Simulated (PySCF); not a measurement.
**GaNH2, a cluster of ions: interaction energy**

One table from this session's results is given with a row withheld; the runs are named, their logs left out.

Programs: PySCF 2.14.0. All values are calculated, for the isolated system unless a continuum is named. Atoms count from 0, parts from 1.

## Starting point

4 atoms, charge 0, multiplicity 1; geometry: GFN2-xTB. Parts: 1 = atom 0, `[Ga+]`, charge 1; 2 = atoms 1–3, `[NH2-]`, charge -1.

Set-up of the first run:

Job settings and geometry (Å):

```
{"job": {"xc": "PBE0", "basis": "def2-SVPD", "d3": "d3bj", "grid": 2, "kind": "geom", "shake": 0.01}, "charge": 0, "multiplicity": 1, "parts": [{"atoms": "0-0", "charge": 1, "multiplicity": 1}, {"atoms": "1-3", "charge": -1, "multiplicity": 1}]}
Ga     0.190737    -0.380048    -0.071881
N      1.735354    -1.229330     0.494073
H      2.346687    -1.807129    -0.064861
H      2.184989    -1.216408     1.422555
```

The run is started by

```console
$ OMP_NUM_THREADS=1 python cluster_run.py task.json out
```

The driver reads the jobs from task.json and runs them one after another.

Among the steps run: Relaxing the molecule at PBE0-D3(BJ)/def2-SVPD; Coupled-cluster interaction energy: CCSD(T) and MP2, 1.88 Å; Coupled-cluster interaction energy: CCSD(T) and MP2, 2.06 Å; Coupled-cluster interaction energy: CCSD(T) and MP2, 1.78 Å; Coupled-cluster interaction energy: CCSD(T) and MP2, 2.35 Å; Coupled-cluster interaction energy: CCSD(T) and MP2, 1.69 Å; Coupled-cluster interaction energy: CCSD(T) and MP2, 2.81 Å; Coupled-cluster interaction energy: CCSD(T) and MP2, 3.75 Å.

One of the session's tables, all rows but one given; the rest of the session is left out.

It belongs to the step «Coupled-cluster interaction energy: CCSD(T) and MP2, 3.75 Å». 

```
                 method  interaction energy (kcal/mol)
         HF/aug-cc-pVDZ                        -103.82
        MP2/aug-cc-pVDZ                        -109.35
       CCSD/aug-cc-pVDZ                              ?
    CCSD(T)/aug-cc-pVDZ                        -143.03
         HF/aug-cc-pVTZ                        -104.00
        MP2/aug-cc-pVTZ                        -109.34
    SCS-MP2/aug-cc-pVTZ                        -108.67
      MP2, extrapolated                        -109.26
CCSD(T), limit estimate                        -142.94
```

Estimate the missing values for CCSD/aug-cc-pVDZ.

The run gave: interaction energy (kcal/mol): -110.32. In the column «interaction energy (kcal/mol)» it lies between CCSD(T), limit estimate (-142.94) and MP2/aug-cc-pVDZ (-109.35).

Caveats from the session: At 2.81 Å a test (T1, the size of the triples or of CCSD(T) less MP2, charge moved between the parts) flags the run, so its CCSD(T) estimate is not taken as a benchmark. At 3.75 Å a test (T1, the size of the triples or of CCSD(T) less MP2, charge moved between the parts) flags the run, so its CCSD(T) estimate is not taken as a benchmark.
